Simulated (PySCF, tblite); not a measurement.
# C7H14OSi: geometry, infrared bands and NMR shifts

Aim: predict the infrared bands and NMR shifts of C7H14OSi (`CCC[C@@H]1C[C@@]1([SiH3])C=O`).

The runs use tblite 0.8.0 and PySCF 2.14.0, with density-fitted response routines of our own; the level of theory stands in each step. All values are computed, except where a source is named. Atoms are numbered from 0 throughout.

### Step 1. The molecule as given

23 atoms, charge 0, multiplicity 1; geometry from: force field or distance geometry start.

Bonds of the start (Å): C0–C1 1.50, C1–C2 1.50, C2–C3 1.50, C3–C4 1.55, C4–C5 1.53, C5–Si6 1.87, C5–C7 1.48, C7–O8 1.24, C5–C3 1.50, C0–H9 1.15, C0–H10 1.11, C0–H11 1.14, C1–H12 1.10, C1–H13 1.11, C2–H14 1.13, C2–H15 1.12, C3–H16 1.11, C4–H17 1.11, C4–H18 1.11, Si6–H19 1.47, Si6–H20 1.48, Si6–H21 1.47, C7–H22 1.09.

### Step 2. Optimising the geometry with GFN2-xTB

What the job is given:

```
{"job": {"kind": "relax", "xc": "GFN2-xTB", "basis": "xTB"}, "charge": 0, "multiplicity": 1}
C     -2.884100     0.136500    -0.537100
C     -1.874800     1.091800     0.025800
C     -0.823800     0.329600     0.785100
C     -0.039200    -0.668800    -0.020600
C      0.978200    -1.362300     0.925400
C      1.432200    -0.466200    -0.224800
Si     2.197400     1.188100     0.175900
C      2.184500    -1.247000    -1.239300
O      3.351800    -0.909700    -1.467000
H     -3.808000     0.073300     0.140700
H     -2.505400    -0.885700    -0.727500
H     -3.291200     0.516200    -1.526600
H     -1.413600     1.693400    -0.767500
H     -2.415700     1.725100     0.762300
H     -1.379600    -0.277800     1.559200
H     -0.174000     1.014500     1.385500
H     -0.552900    -1.329900    -0.745200
H      0.981900    -2.461600     0.783400
H      1.107200    -0.923100     1.942000
H      3.432100     1.412400    -0.585800
H      2.503600     1.211000     1.621800
H      1.260300     2.253300    -0.216800
H      1.728400    -2.086300    -1.765700
```

Command:

```sh
$ OMP_NUM_THREADS=1 python probes_run.py task.json out
```

One launch serves the whole session: the jobs run in the order shown.

**Question.** This job is followed by: GFN2-xTB harmonic vibrations, gas phase; GIAO PBE0/pcSseg-1 NMR shielding, non-relativistic, gas phase. What will the session give for the following? strongest single infrared mode (GFN2-xTB); zero-point energy (GFN2-xTB); 13C shifts against TMS (PBE0/pcSseg-1); 1H shifts against TMS (PBE0/pcSseg-1, means over atoms taken as alike); 29Si shifts against TMS (PBE0/pcSseg-1); 17O shifts against H2O (PBE0/pcSseg-1).

As calculated:

| quantity | value |
| --- | --- |
| strongest single infrared mode (GFN2-xTB) | 1731 cm⁻¹, 376 km/mol |
| zero-point energy (GFN2-xTB) | 117.6 kcal/mol |
| 13C shifts against TMS (PBE0/pcSseg-1) | 211.0, 36.2, 27.1, 26.4, 25.5, 20.0, 14.5 ppm |
| 1H shifts against TMS (PBE0/pcSseg-1, means over atoms taken as alike) | 8.88, 3.95, 1.86, 1.66, 1.54, 1.38, 1.34, 1.29, 1.04, 0.89 ppm |
| 29Si shifts against TMS (PBE0/pcSseg-1) | -73.5 ppm |
| 17O shifts against H2O (PBE0/pcSseg-1) | 662.7 ppm |

**Reading.** The optimisation took 199 steps and gained 0.957 eV; among the close pairs (by a distance rule), C3–C4 changed most, from 1.553 to 1.480 Å. All 63 modes are real, so the xTB geometry is a minimum. The strongest single mode, at 1731 cm⁻¹, moves mainly C7 and O8. Unscaled tight-binding wavenumbers are off by several per cent, some by more. Its intensities can rank the bands wrongly. The most deshielded carbon is C7 (aldehyde carbonyl carbon), at 211.0 ppm: the double bond to the heteroatom, with no lone-pair donor beside it, deshields it most. H22 (hydrogen on an aldehyde carbonyl carbon) lies farthest downfield among hydrogen, at 8.88 ppm; the formyl region, downfield of aromatic protons. At PBE0/pcSseg-1: The widest tensor belongs to O8: span 1186 ppm, with a paramagnetic part of -725 ppm.
